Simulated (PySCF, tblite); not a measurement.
# C5H10N2SeSi: geometry, infrared bands and NMR shifts

Aim: predict the infrared bands and NMR shifts of C5H10N2SeSi (`C=C(C)C[Si@](N)([SeH])C#N`).

The runs use tblite 0.8.0 and PySCF 2.14.0, with density-fitted response routines of our own; the level of theory stands in each step. All values are computed, except where a source is named. Atoms are numbered from 0 throughout.

### 1 Starting geometry

19 atoms, charge 0, multiplicity 1; geometry from: force field or distance geometry start.

Bonds of the start (Å): C0–C1 1.34, C1–C2 1.48, C1–C3 1.49, C3–Si4 1.84, Si4–N5 1.76, Si4–Se6 2.30, Si4–C7 1.84, C7–N8 1.16, C0–H9 1.12, C0–H10 1.08, C2–H11 1.11, C2–H12 1.12, C2–H13 1.10, C3–H14 1.12, C3–H15 1.10, N5–H16 1.03, N5–H17 1.05, Se6–H18 1.55.

### 2 Geometry optimisation with GFN2-xTB

What the job is given:

```
{"job": {"kind": "relax", "xc": "GFN2-xTB", "basis": "xTB"}, "charge": 0, "multiplicity": 1}
C     -0.969000     0.730500     1.247000
C     -1.218000     0.440200    -0.037700
C     -2.546400     0.705600    -0.639500
C     -0.192700    -0.168700    -0.933600
Si     1.437800    -0.503100    -0.145800
N      1.314300    -1.380100     1.378300
Se     2.559200     1.489900     0.105200
C      2.458100    -1.462200    -1.338400
N      3.106300    -2.087300    -2.076800
H     -1.777400     1.184700     1.869300
H     -0.026000     0.551900     1.733500
H     -2.460600     1.300300    -1.577700
H     -2.957000    -0.287100    -0.958100
H     -3.233800     1.154000     0.096700
H     -0.656400    -1.132400    -1.270300
H     -0.119400     0.472300    -1.825600
H      1.487700    -2.382700     1.199400
H      1.999400    -1.023800     2.085100
H      1.784200     2.407200     1.081500
```

Launch:

```bash
> OMP_NUM_THREADS=1 python probes_run.py task.json out
```

One launch serves the whole session: the jobs run in the order shown.

**Question.** This job is followed by: GFN2-xTB harmonic vibrations, gas phase; GIAO PBE0/pcSseg-1 NMR shielding, non-relativistic, gas phase. Predict these results of the whole session: strongest single infrared mode (GFN2-xTB); zero-point energy (GFN2-xTB); ¹³C shifts against TMS (PBE0/pcSseg-1); ¹H shifts against TMS (PBE0/pcSseg-1, means over atoms taken as alike); ²⁹Si shifts against TMS (PBE0/pcSseg-1); ¹⁵N shifts against NH3 (PBE0/pcSseg-1); ⁷⁷Se shifts against Me2Se (PBE0/pcSseg-1).

**Answer**, as computed:

| quantity | value |
| --- | --- |
| strongest single infrared mode (GFN2-xTB) | 812 cm⁻¹, 191 km/mol |
| zero-point energy (GFN2-xTB) | 87.0 kcal/mol |
| ¹³C shifts against TMS (PBE0/pcSseg-1) | 156.1, 128.6, 118.3, 35.5, 28.2 ppm |
| ¹H shifts against TMS (PBE0/pcSseg-1, means over atoms taken as alike) | 5.28, 4.88, 2.53, 2.22, 2.01, 1.90, 1.13 ppm |
| ²⁹Si shifts against TMS (PBE0/pcSseg-1) | -14.0 ppm |
| ¹⁵N shifts against NH3 (PBE0/pcSseg-1) | 354.2, 28.3 ppm |
| ⁷⁷Se shifts against Me2Se (PBE0/pcSseg-1) | -432 ppm |

What this shows: Relaxing lowered the energy by 0.735 eV in 287 steps; the close pair that moved most is Se6–H18, from 1.548 to 1.441 Å. All 51 modes are real, so the xTB geometry is a minimum. The strongest single mode, at 812 cm⁻¹, is spread over several atoms, H16, H17, C3, H15 among them. Unscaled tight-binding wavenumbers are off by several per cent, some by more. Its intensities can rank the bands wrongly. C1 (fully substituted alkene carbon) lies farthest downfield among carbon, at 156.1 ppm; as expected for a trigonal carbon in a double bond. At PBE0/pcSseg-1: Shielding is most anisotropic at N8 (span 536 ppm, paramagnetic term -425 ppm). Spin-orbit coupling is left out, which matters for shieldings and couplings at and beside the heavy atoms.
